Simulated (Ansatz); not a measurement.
# CH₅AlOSi: a ladder of functionals and wavefunction methods

One table from this session's results is given with a row withheld; the runs are named, their logs left out.

Computed with Ansatz 0.2.0, Gaussian basis. Level: functionals in def2-TZVPP, the program's frozen cores in correlated methods.

The runs, in order: LDA (SPW92), PBE-D4, revPBE-D4, BLYP-D4, r2SCAN-D4, B97M-V, PBE0-D4, B3LYP-D4, r2SCANh-D4, r2SCAN0-D4, HSE06-D4, BHLYP-D4, CAM-B3LYP-D4, LC-ωPBE, ωB97X-V, ωB97M-V, B2PLYP, PBE-QIDH; CCSD(T)/def2-SVP; CCSD(T)/def2-TZVPP; MP2/def2-QZVPP; extrapolation to the limit; RPA on PBE.

### The relaxed structure

All runs share one geometry, relaxed beforehand with PBE0-D4 in a triple-zeta def2 set.

9 atoms, charge 0, spin multiplicity 1.

Atoms are counted from 1 here; the program's logs count them from 0.

Bond lengths: C1–O2 1.440 Å, C1–Si4 1.934 Å, C1–H5 1.095 Å, C1–H6 1.095 Å, O2–Al3 1.723 Å, Al3–Si4 2.409 Å, Al3–H7 1.582 Å, Si4–H8 1.490 Å, Si4–H9 1.490 Å. Angles: O2–C1–Si4 104.5°, O2–C1–H5 109.7°, O2–C1–H6 109.7°, Si4–C1–H5 112.6°, Si4–C1–H6 112.6°, H5–C1–H6 107.7°, C1–O2–Al3 105.9°, O2–Al3–Si4 79.2°, O2–Al3–H7 124.8°, Si4–Al3–H7 156.0°, C1–Si4–Al3 70.3°, C1–Si4–H8 114.1°, C1–Si4–H9 114.1°, Al3–Si4–H8 122.5°, Al3–Si4–H9 122.5°, H8–Si4–H9 107.9°.

Set-up of the first run:

File in.yaml:

```yaml
crystal:
  periodic: [false, false, false]
  atoms:
    - {symbol: C, position_ang: [-0.494521, 0.806831, -0.506749]}
    - {symbol: O, position_ang: [0.904874, 0.869777, -0.840289]}
    - {symbol: Al, position_ang: [1.649210, -0.443325, -0.008753]}
    - {symbol: Si, position_ang: [-0.645477, -0.721887, 0.668704]}
    - {symbol: H, position_ang: [-1.086626, 0.695007, -1.421080]}
    - {symbol: H, position_ang: [-0.800824, 1.740983, -0.024421]}
    - {symbol: H, position_ang: [3.191685, -0.790565, -0.064455]}
    - {symbol: H, position_ang: [-1.509692, -1.814221, 0.138180]}
    - {symbol: H, position_ang: [-1.120130, -0.388899, 2.041765]}
basis:
  gaussian: {orbitals: def2-TZVPP}
hamiltonian: {xc: lda}
output: {orbitals: {seedname: orbitals}}
```

The run is started by

```bash
> ansatz run in.yaml --threads 2 --pin off --events-out ev --progress --plain --max-ram 4352MiB
```

Among the steps run: LDA; PBE-D4 (GGA); revPBE-D4 (GGA); BLYP-D4 (GGA); r2SCAN-D4 (meta-GGA); B97M-V (meta-GGA); B3LYP-D4 (hybrid); r2SCANh-D4 (hybrid); r2SCAN0-D4 (hybrid); HSE06-D4 (hybrid); BHLYP-D4 (hybrid); CAM-B3LYP-D4 (range-separated); LC-ωPBE (range-separated); ωB97X-V (range-separated); ωB97M-V (range-separated); B2PLYP (double hybrid); PBE-QIDH (double hybrid).

One table of the session follows, with a row left open; its other results are not shown here.

It belongs to the step «Frontier levels by functional». 

```
  functional  HOMO (eV)  LUMO (eV)  gap (eV)
 LDA (SPW92)      -6.19      -2.45      3.74
      PBE-D4      -6.10      -2.26      3.84
   revPBE-D4      -6.05      -2.18      3.88
     BLYP-D4      -5.97      -2.12      3.85
   r2SCAN-D4      -6.31      -2.04      4.27
      B97M-V      -6.37      -2.21      4.16
     PBE0-D4      -7.13      -1.51      5.62
    B3LYP-D4      -6.95      -1.68      5.27
  r2SCANh-D4      -6.69      -1.77      4.92
  r2SCAN0-D4      -7.26      -1.38      5.88
    HSE06-D4          ?          ?         ?
    BHLYP-D4      -8.06      -0.70      7.36
CAM-B3LYP-D4      -8.38      -0.52      7.86
     LC-ωPBE      -9.65       0.53     10.18
     ωB97X-V      -9.34       0.42      9.76
     ωB97M-V      -9.11       0.17      9.28
```

Q: Estimate the row for HSE06-D4 from the others.

**Answer.** HOMO (eV): -6.73; LUMO (eV): -1.88; gap (eV): 4.86. In the column «HOMO (eV)» it lies between B3LYP-D4 (-6.95) and r2SCANh-D4 (-6.69).
